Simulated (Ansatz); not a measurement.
**TaN (rocksalt type): how the settings move a single-point run**

How sensitive is a single-point run of TaN (rocksalt type) to its settings? A reference run comes first, then one run with altered input.

Program: Ansatz 0.2.0. Level of theory: reference: DFT, r2SCAN, PAW with Ansatz's default frozen-core files, scalar-relativistic. These are calculated values, not measurements.

### Step 1. The structure to begin with

The structure is cubic, space group Fm-3m (No. 225). The conventional cell has a = 3.866 Å, b = 3.866 Å, c = 3.866 Å, α = 90.00°, β = 90.00°, γ = 90.00°. Around Ta (site symmetry m-3m) lie 6 N at 1.93 Å. Around N (site symmetry m-3m) lie 6 Ta at 1.93 Å.

Structure file:

```cif
data_structure
_symmetry_space_group_name_H-M 'P 1'
_symmetry_Int_Tables_number 1
_cell_length_a 2.7335
_cell_length_b 2.7335
_cell_length_c 2.7335
_cell_angle_alpha 60.000
_cell_angle_beta 60.000
_cell_angle_gamma 60.000
_cell_volume 14.44
loop_
_atom_site_label
_atom_site_type_symbol
_atom_site_fract_x
_atom_site_fract_y
_atom_site_fract_z
_atom_site_occupancy
Ta1 Ta 0.00000 0.00000 0.00000 1
N1 N 0.50000 0.50000 0.50000 1
```

### Step 2. The reference run

File input.yaml:

```yaml
crystal:
  lattice:
    - [0.0, 1.9328678739, 1.9328678739]
    - [1.9328678739, 0.0, 1.9328678739]
    - [1.9328678739, 1.9328678739, 0.0]
  atoms:
    - { symbol: Ta, position: [0.0, 0.0, 0.0] }
    - { symbol: "N", position: [0.5, 0.5, 0.5] }
kpoints:
  mp_grid: { grid: [15, 15, 15] }
scf:
  occupations: { method: fermi_dirac, width: 0.05 }
hamiltonian:
  xc: r2scan
  pseudopotentials: { kind: paw }
output:
  forces: true
  stress: true
  eigenvalues: true
  populations: true
  write_density: true
  write_potential: true
  elf: true
  volumetric_format: npy
```

Command:

```
$ ansatz run input.yaml --threads 1 --pin off --max-ram 2048MiB --backend cpu --events-out ev --progress --plain --runs-dir out
```

### Step 3. Variant: chi_scale 0.1, dispersion d3bjatm, accuracy high

input.yaml, as its differences from that of step 2:

```diff
@@ -12,2 +12,3 @@
   occupations: { method: fermi_dirac, width: 0.05 }
+  initial_density: { chi_scale: 0.1 }
 hamiltonian:
@@ -15,2 +16,3 @@
   pseudopotentials: { kind: paw }
+  dispersion: d3bjatm
 output:
@@ -20,5 +22,2 @@
   populations: true
-  write_density: true
-  write_potential: true
-  elf: true
-  volumetric_format: npy
+accuracy: high
```

**Question.** What will these runs give? Wanted: for each run, ending; energy change; pressure; gap; force.

The runs gave:

| run | ending | energy change | pressure (GPa) | gap (eV) | force (eV/Å) | cycles | time |
| --- | --- | --- | --- | --- | --- | --- | --- |
| reference | converged | 0 | 310.3 | 0.00 | 0.00 | 7 | 11 s |
| 1: chi_scale 0.1, dispersion d3bjatm, accuracy high | converged | -218.6 meV/atom (offset of the dispersion model) | 307.9 | 0.00 | 0.00 | 8 | 14 s |

Times don't compare one to one where runs were asked for different outputs or read a saved state (see the inputs); cycles may leave out searches for a lower state.

Residual by cycle in the longest SCF loop of each run; runs are numbered as in the table. The quantity is the density residual dr2, in eV.

```csv
cycle,reference,run 1
1,0.084,1.92
2,0.0293,0.256
3,9.4e-4,0.00726
4,3.6e-4,2.3e-4
5,2.8e-5,3.0e-6
6,1.7e-6,6.1e-8
7,4.0e-8,1.4e-9
8,-,1.5e-11
```

What this shows: The energy moves by -218.6 meV/atom, nearly all of it the dispersion term itself (-218.6 meV/atom); that offset belongs to the model and is no gain or loss of stability; the pressure goes from 310.3 to 307.9 GPa. The structure is not at rest: the sound run finds 310 GPa, so these are no properties of the relaxed crystal. 
